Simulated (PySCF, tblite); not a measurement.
**C5H3BNO4−: geometry, infrared bands and NMR shifts**

Wanted: the infrared bands and NMR shifts of C5H3BNO4− (`C=C[B-]1(C#N)OC(=O)C(=O)O1`), by calculation.

The runs use tblite 0.8.0 and PySCF 2.14.0, with density-fitted response routines of our own; the level of theory stands in each step. All values are computed, except where a source is named. Atoms are numbered from 0 throughout.

### Step 1. Starting geometry

14 atoms, charge -1, multiplicity 1; geometry from: force field or distance geometry start.

Bonds of the start (Å): C0–C1 1.29, C1–B2 1.57, B2–C3 1.55, C3–N4 1.14, B2–O5 1.47, O5–C6 1.39, C6–O7 1.29, C6–C8 1.46, C8–O9 1.25, C8–O10 1.42, O10–B2 1.50, C0–H11 1.11, C0–H12 1.09, C1–H13 1.12.

### Step 2. Geometry optimisation with GFN2-xTB

The job: settings as JSON, then the geometry in Å.

```
{"job": {"kind": "relax", "xc": "GFN2-xTB", "basis": "xTB"}, "charge": -1, "multiplicity": 1}
C     -2.218000    -0.667600    -0.323000
C     -1.001100    -0.684300     0.117400
B     -0.026600     0.522100    -0.139600
C     -0.757700     1.748100    -0.744900
N     -1.287100     2.648800    -1.188900
O      0.639500     0.801500     1.143800
C      1.817500     0.062800     1.129500
O      2.567600    -0.222200     2.133800
C      2.146600    -0.396700    -0.213800
O      3.131600    -1.087400    -0.565000
O      1.107200     0.105100    -1.034500
H     -2.948800    -1.491600    -0.161000
H     -2.605500     0.191200    -0.875000
H     -0.565800    -1.530400     0.699100
```

Started as:

```
$ OMP_NUM_THREADS=1 python probes_run.py task.json out
```

One launch serves the whole session: the jobs run in the order shown.

**Question.** This job is followed by: GFN2-xTB harmonic vibrations, gas phase; GIAO PBE0/pcSseg-1 NMR shielding, non-relativistic, gas phase. Predict these results of the whole session: strongest single infrared mode (GFN2-xTB); zero-point energy (GFN2-xTB); 13C shifts against TMS (PBE0/pcSseg-1, means over atoms taken as alike); 1H shifts against TMS (PBE0/pcSseg-1); 11B shifts against BF3·OEt2 (PBE0/pcSseg-1); 15N shifts against NH3 (PBE0/pcSseg-1); 17O shifts against H2O (PBE0/pcSseg-1, means over atoms taken as alike).

As calculated:

| quantity | value |
| --- | --- |
| strongest single infrared mode (GFN2-xTB) | 1786 cm⁻¹, 1158 km/mol |
| zero-point energy (GFN2-xTB) | 50.2 kcal/mol |
| 13C shifts against TMS (PBE0/pcSseg-1, means over atoms taken as alike) | 167.5, 158.8, 134.5, 127.2 ppm |
| 1H shifts against TMS (PBE0/pcSseg-1) | 6.08, 5.88, 5.54 ppm |
| 11B shifts against BF3·OEt2 (PBE0/pcSseg-1) | -4.7 ppm |
| 15N shifts against NH3 (PBE0/pcSseg-1) | 317.9 ppm |
| 17O shifts against H2O (PBE0/pcSseg-1, means over atoms taken as alike) | 403.8, 249.9 ppm |

In words: Relaxing lowered the energy by 1.031 eV in 60 steps; the close pair that moved most is C8–O10, from 1.416 to 1.302 Å. No mode is imaginary among the 36: a minimum at this level. The strongest single mode, at 1786 cm⁻¹, is carried by C6, C8, O7, O9. Unscaled tight-binding wavenumbers are off by several per cent, some by more. Its intensities can rank the bands wrongly. At PBE0/pcSseg-1: The largest span, 646 ppm, is at O7, O9, where the paramagnetic term is -464 ppm.
